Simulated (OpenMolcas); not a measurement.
**W²⁺ among point charges: CASSCF levels and susceptibility**

How does a field of 4 point charges split the states of W²⁺, and what χT follows?

Program: OpenMolcas 26.06. Level of theory: state-averaged CASSCF, spin-orbit coupling by RASSI with atomic mean-field integrals. These are calculated values, not measurements, unless marked.

1 further run of the same task is left out (it didn't finish).

## (1) The atom as given

| Quantity | Value |
| --- | --- |
| Species | W²⁺ (tungsten, Z = 74, 72 electrons) |
| Basis | ANO-RCC-VDZP [7s6p4d2f1g], 68 functions |
| Scalar Hamiltonian | DKH2, point nucleus |
| Inactive shells | 1s 2s 2p 3s 3p 3d 4s 4p 4d 4f 5s 5p |
| Active space | 4 electrons in 5 orbitals (5d) |
| Some configurations of this space | 5d4 |
| Orbitals | optimised for each spin and parity, averaged over all roots |

The outer shells:

5d4
```
5d [↑ ][↑ ][↑ ][↑ ][  ]
```

The ion sits among 4 point charges of -1.5 e arranged as a square (D4h), 1.94 Å from the ion. The active orbitals were held to one l.

The work runs as a chain of OpenMolcas steps in one folder; each step below is one input file. Labels, J, g values, rates, χT and fits are worked out afterwards by a script from the matrices that RASSI stores. The input lists half of the charges; inversion (Group=XYZ) makes the rest.

## (2) GATEWAY and SEWARD: basis and integrals

a.inp

```
&GATEWAY
Coord
1

W 0.0 0.0 0.0
Basis=ANO-RCC-VDZP
Group=XYZ
NoMove
AngMom=0.0 0.0 0.0
AMFI
XField
2 Angstrom 0
1.940000 0.000000 0.000000 -1.500000
0.000000 1.940000 0.000000 -1.500000
&SEWARD
```

## (3) CASSCF: quintets of even parity, 5 roots

a.inp

```
&RASSCF
FileOrb=start.orb
Symmetry=1
Spin=5
nActEl=4 0 0
Inactive=15 19
Ras2=5 0
CIRoot=5 5 1
SDav=5
CIMx=300
Iter=120 100
PrWF=0.3
OrbListing=Nothing
MaxOrb=0
SupSym
1
20 4 5 6 7 8 10 11 12 13 14 16 17 18 19 20 23 24 25 26 27
0
>>> COPY $Project.JobIph JOB001
```

start.orb holds the contracted functions of the basis, ordered by shell, or the orbitals of the step before.

## (4) Reference wave functions, triplets of even parity, 45 roots

a.inp

```
&RASSCF
FileOrb=start.orb
Symmetry=1
Spin=3
nActEl=4 0 0
Inactive=15 19
Ras2=5 0
CIRoot=45 45 1
SDav=45
CIMx=300
Iter=120 100
PrWF=0.3
OrbListing=Nothing
MaxOrb=0
SupSym
1
20 4 5 6 7 8 10 11 12 13 14 16 17 18 19 20 23 24 25 26 27
0
>>> COPY $Project.JobIph JOB002
```

## (5) Reference wave functions, singlets of even parity, 50 roots

a.inp

```
&RASSCF
FileOrb=start.orb
Symmetry=1
Spin=1
nActEl=4 0 0
Inactive=15 19
Ras2=5 0
CIRoot=50 50 1
SDav=50
CIMx=300
Iter=120 100
PrWF=0.3
OrbListing=Nothing
MaxOrb=0
SupSym
1
20 4 5 6 7 8 10 11 12 13 14 16 17 18 19 20 23 24 25 26 27
0
>>> COPY $Project.JobIph JOB003
```

## (6) State interaction with spin-orbit coupling

a.inp

```
&RASSI
NrOfJobIphs=3 5 45 50
1 2 3 4 5
1 2 3 4 5 6 7 8 9 10 11 12 13 14 15 16 17 18 19 20 21 22 23 24 25 26 27
28 29 30 31 32 33 34 35 36 37 38 39 40 41 42 43 44 45
1 2 3 4 5 6 7 8 9 10 11 12 13 14 15 16 17 18 19 20 21 22 23 24 25 26 27
28 29 30 31 32 33 34 35 36 37 38 39 40 41 42 43 44 45 46 47 48 49 50
IphNames
JOB001
JOB002
JOB003
EJob
SpinOrbit
DIPRint=1.0
SOCoupling=1000.0
Subsets=2
Property=9
'ANGMOM' 1 'ANGMOM' 2 'ANGMOM' 3 'MLTPL  1' 1 'MLTPL  1' 2 'MLTPL  1' 3
'AMFI' 1 'AMFI' 2 'AMFI' 3
SOProperty=3
'ANGMOM' 1 'ANGMOM' 2 'ANGMOM' 3
```

**Question.** What will these runs give? Wanted: spin-free ground state; first state of the same spin within the active space; lowest level; next level.

As calculated:

| quantity | value |
| --- | --- |
| method | CASSCF |
| spin-free ground state | 5B1, 1-fold in its orbital part |
| first state of the same spin within the active space | 5B2 at 17600 cm⁻¹ |
| lowest level | 1-fold A1 |
| next level | 343.4 cm⁻¹ |
| χT at 300 K | 1.38 cm³ K/mol |
| effective moment at 300 K | 3.33 μB |

The spin-free ground state (5B1) comes to 100 % from free-ion D terms and keeps the highest spin of the shell. χT at 300 K is 1.38, against 3.01 cm³ K/mol for the spin alone, so spin-orbit coupling lowers it. An active space of the d shell alone favours high spin; real ions in strong fields can be low spin. The field of point charges can differ much from that of real complexes. With metal d orbitals alone active, the gaps between spin states are rough; where two lie within a few thousand cm-1, their order is open. This is an electrostatic model: the charges have no orbitals.
